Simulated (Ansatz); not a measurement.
**BBrH4N2: taking an electron away**

How much energy removes an electron from BBrH4N2 at fixed geometry? The cation is run at each level and the neutral's energy taken from earlier runs.

Method: unrestricted cation, the program's frozen cores in correlated methods; program: Ansatz 0.2.0, Gaussian basis.

The runs, in order: UKS PBE-D4/def2-TZVPP; UKS r2SCAN-D4/def2-TZVPP; UKS PBE0-D4/def2-TZVPP; UKS B3LYP-D4/def2-TZVPP; UKS wB97X-V/def2-TZVPP; UKS wB97M-V/def2-TZVPP; UKS B2PLYP/def2-TZVPP; UHF-CCSD(T)/def2-TZVPP; UHF-MP2/def2-QZVPP; extrapolation to the limit; then −ε(HOMO) from the neutral's earlier runs with LDA (SPW92), PBE-D4, revPBE-D4, BLYP-D4, r2SCAN-D4, B97M-V, PBE0-D4, B3LYP-D4, r2SCANh-D4, r2SCAN0-D4, HSE06-D4, BHLYP-D4, CAM-B3LYP-D4, LC-ωPBE, ωB97X-V, ωB97M-V.

## Step 1: The geometry

An earlier PBE0-D4 in a triple-zeta def2 set relaxation fixed the geometry.

SMILES `NB(N)Br`, 8 atoms, charge 0, spin multiplicity 1.

Atoms are counted from 1 here; the program's logs count them from 0.

Bond lengths: N1–B2 1.402 Å, N1–H5 1.003 Å, N1–H6 1.004 Å, B2–N3 1.402 Å, B2–Br4 1.955 Å, N3–H7 1.003 Å, N3–H8 1.004 Å. Angles: B2–N1–H5 122.0°, B2–N1–H6 123.5°, H5–N1–H6 114.5°, N1–B2–N3 125.1°, N1–B2–Br4 117.5°, N3–B2–Br4 117.5°, B2–N3–H7 122.0°, B2–N3–H8 123.5°, H7–N3–H8 114.5°.

## Step 2: Cation, UKS PBE-D4/def2-TZVPP

Input file in.yaml:

```yaml
crystal:
  periodic: [false, false, false]
  atoms:
    - {symbol: N, position_ang: [-0.115343, 1.262087, 0.002810]}
    - {symbol: B, position_ang: [-0.239010, -0.111357, -0.247669]}
    - {symbol: N, position_ang: [0.529987, -1.113496, 0.359575]}
    - {symbol: Br, position_ang: [-1.589434, -0.673124, -1.545588]}
    - {symbol: H, position_ang: [-0.691151, 1.940967, -0.458810]}
    - {symbol: H, position_ang: [0.547132, 1.649307, 0.650993]}
    - {symbol: H, position_ang: [0.402690, -2.084843, 0.145551]}
    - {symbol: H, position_ang: [1.247328, -0.926742, 1.037436]}
basis:
  gaussian: {orbitals: def2-TZVPP}
total_charge: 1
magnetization: {spin_polarized: true, initial_magnetization: 1}
hamiltonian: {xc: pbe, dispersion: d4}
```

The run is started by

```
ansatz run in.yaml --threads 2 --pin off --events-out ev --progress --plain --max-ram 32768MiB --backend cpu
```

After this run come: Cation, UKS r2SCAN-D4/def2-TZVPP; Cation, UKS PBE0-D4/def2-TZVPP; Cation, UKS B3LYP-D4/def2-TZVPP; Cation, UKS wB97X-V/def2-TZVPP; Cation, UKS wB97M-V/def2-TZVPP; Cation, UKS B2PLYP (frozen core)/def2-TZVPP; Cation, UHF-CCSD(T)/def2-TZVPP; Cation, UHF-MP2/def2-QZVPP.

**Question.** What will the summary of the whole plan be? Wanted: ionisation energy, CCSD(T)/CBS; nearest functional by difference; nearest −ε(HOMO); −ε(HOMO) of PBE; T1 of the cation.

As calculated:

| quantity | value |
| --- | --- |
| ionisation energy, CCSD(T)/CBS | 10.00 eV |
| nearest functional by difference | ωB97X-V (-0.15 eV) |
| nearest −ε(HOMO) | ωB97X-V (-0.10 eV) |
| −ε(HOMO) of PBE | 6.00 eV |
| T1 of the cation | 0.029 |

What this shows: Energy differences with functionals land within 0.73 eV of the reference. The PBE orbital energy is 4.0 eV too small: a semilocal HOMO is no ionisation energy. Among orbital estimates ωB97X-V comes nearest. Hartree-Fock falls 1.10 eV short, as the neutral has more correlation energy than the cation. The cation may have settled in a state other than its lowest; no search over hole states beyond the program's own was made. Correlated methods include outer-core shells of Br, which these sets cover unevenly. With outer-core shells in play the reference is unsure by up to some tenths of an eV, so close misses can't be ranked.
